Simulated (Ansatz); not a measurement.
# BGeNH+ (quintet): wave-function methods side by side, cc-pVDZ

The task here is to estimate one member of a computed series from the others.

The runs use Ansatz 0.2.0, Gaussian basis; cc-pVDZ, core rule «outside noble gas», up to 16 orbitals frozen.

To be run: UHF; CCSD(T) on ROHF; CCSD(T) on UHF; BCCD(T) on ROHF; CISD as a restricted active space (open shells left free, so some higher excitations enter); CCSDT(Q) on ROHF; CCSDT(Q) on UHF.

21 further runs of the same task are left out: 8 that didn't finish, 13 set aside as unsound or not needed. Runs told in other sessions of the task aren't counted.

### The system

The geometry is a PBE0/def2-TZVP stationary point (not a proven minimum) of the parent state, kept for this charge and spin. No spin-orbit coupling is included. The filled d shell of Ge may be among the frozen orbitals whatever the setting's name suggests.

4 atoms, charge 1, spin multiplicity 5.

Atoms are counted from 1 here; the program's logs count them from 0.

Bond lengths: B1–N2 1.364 Å, B1–H4 1.200 Å, N2–Ge3 1.892 Å. Angles: N2–B1–H4 121.9°, B1–N2–Ge3 179.3°.

The first run:

File in.yaml:

```yaml
crystal:
  periodic: [false, false, false]
  atoms:
    - {symbol: B, position_ang: [-0.000019, -0.303817, 0.981005]}
    - {symbol: N, position_ang: [0.000023, -0.228496, -0.380547]}
    - {symbol: Ge, position_ang: [-0.000002, -0.146228, -2.270355]}
    - {symbol: H, position_ang: [-0.000002, 0.678541, 1.669897]}
basis:
  gaussian: {orbitals: cc-pVDZ}
total_charge: 1
magnetization: {spin_polarized: true, initial_magnetization: 4}
hamiltonian: {xc: hf}
output: {orbitals: {seedname: orbitals}}
```

Run with:

```bash
ansatz run in.yaml --threads 1 --pin off --events-out ev --progress --plain --max-ram 2393MiB
```

Among the steps run: UHF; CCSD(T) on ROHF; CCSD(T) on UHF; BCCD(T) on ROHF; CISD as a restricted active space (open shells left free, so some higher excitations enter); CCSDT(Q) on ROHF; CCSDT(Q) on UHF.

One table of the session follows, with a row left open; its other results are not shown here.

```
   method  from RCCSDT(Q) (kJ/mol)
     RMP2                   +119.4
     UMP2                   +117.3
    RCCSD                    +36.9
    UCCSD                    +34.0
 RCCSD(T)                     +8.7
 UCCSD(T)                        ?
  BCCD(T)                     +8.3
   RCCSDT                     +2.5
   UCCSDT                     +0.2
RCCSDT(Q)                        0
UCCSDT(Q)                     -2.9
```

Q: Estimate the row for UCCSD(T) from the others.

**Answer.** from RCCSDT(Q) (kJ/mol): +6.3. In the column «from RCCSDT(Q) (kJ/mol)» it lies between RCCSDT (+2.5) and BCCD(T) (+8.3).

Not comparable, so not listed: CISD as a restricted active space (open shells left free, so some higher excitations enter) (they don't share determinant, frozen orbitals or solution with the rows shown, or repeat one).

Caveats from the session: Left out of the table: ROHF, UHF (another determinant or state than the rows shown). Warnings: coupled cluster took another determinant than the lowest; large T1 diagnostic. Restricted and unrestricted rows rest on different reference determinants; a gap between their highest levels can come from leftover correlation error, from unlike frozen cores or from another state.
